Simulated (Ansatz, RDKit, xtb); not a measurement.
**Isomers of C5H6OS, a sample narrowed down**

A sample of isomers of C5H6OS is drawn. Aim: find which of them has the lowest free energy at 298.15 K, then its properties. The sample is small against all isomers, and the most stable one of this formula need not be in it.

Plan: many cheap relaxations first (GFN2-xTB), then density-functional screening, relaxation at PBE0-D3(BJ)/def2-SVP, vibrations (at GFN2-xTB) and a final energy. The numbers are computed, not measured.

## Step 1: Drawing up candidates

Isomers were taken from a list of plausible structures; this is a sample, not all of them. That gives 14 candidates.

| label | SMILES | spin |
| --- | --- | --- |
| c066 | C#C[C@H](C=O)SC | singlet |
| c147 | C#CC(=C)[S@](C)=O | singlet |
| c209 | C#C[C@H](S)C(C)=O | singlet |
| c248 | SCc1ccco1 | singlet |
| c460 | COc1cccs1 | singlet |
| c548 | O[C@@H]1C[C@H]1C=C=S | singlet |
| c583 | C#CC(=S)OCC | singlet |
| c602 | C=C[C@H](O)C=C=S | singlet |
| c689 | CCC(=O)C=C=S | singlet |
| c777 | C/C=C1/COC1=S | singlet |
| c842 | CC#C[C@H](S)C=O | singlet |
| c866 | C=C(C=O)C(C)=S | singlet |
| c976 | C=CC(=S)CC=O | singlet |
| c985 | CCC(=C=S)C=O | singlet |

Candidates are built by distance geometry, with a force field where one applies, in up to four conformers (letters a to d).

Q: Predict the outcome of this search (final energies at CCSD(T)/def2-SVP + MP2/def2-TZVPP - MP2/def2-SVP).

| quantity | value |
| --- | --- |
| lowest structure found | SCc1ccco1, singlet |
| next finalist | COc1cccs1, singlet, 4.1 kcal/mol higher in G |
| share at equilibrium, among the finalists | 99.9 % |

`SCc1ccco1` comes out lowest. Among the finalists first place is clear (4.1 kcal/mol); structures outside the list aren't covered. GFN2-xTB, r2SCAN-D4/def2-SVP, PBE0-D3(BJ)/def2-SVP, HF/def2-SVP and MP2/def2-SVP already put its bonding pattern lowest among the structures in one piece; HF/STO-3G favours the singlet COc1cccs1. One minimum inside the window was never screened. Lowest found is not proven lowest: the search is finite, and each finalist counts with one conformer. Only 14 drawn patterns were tried, so whole families of isomers are missing, and the result ranks this sample alone.
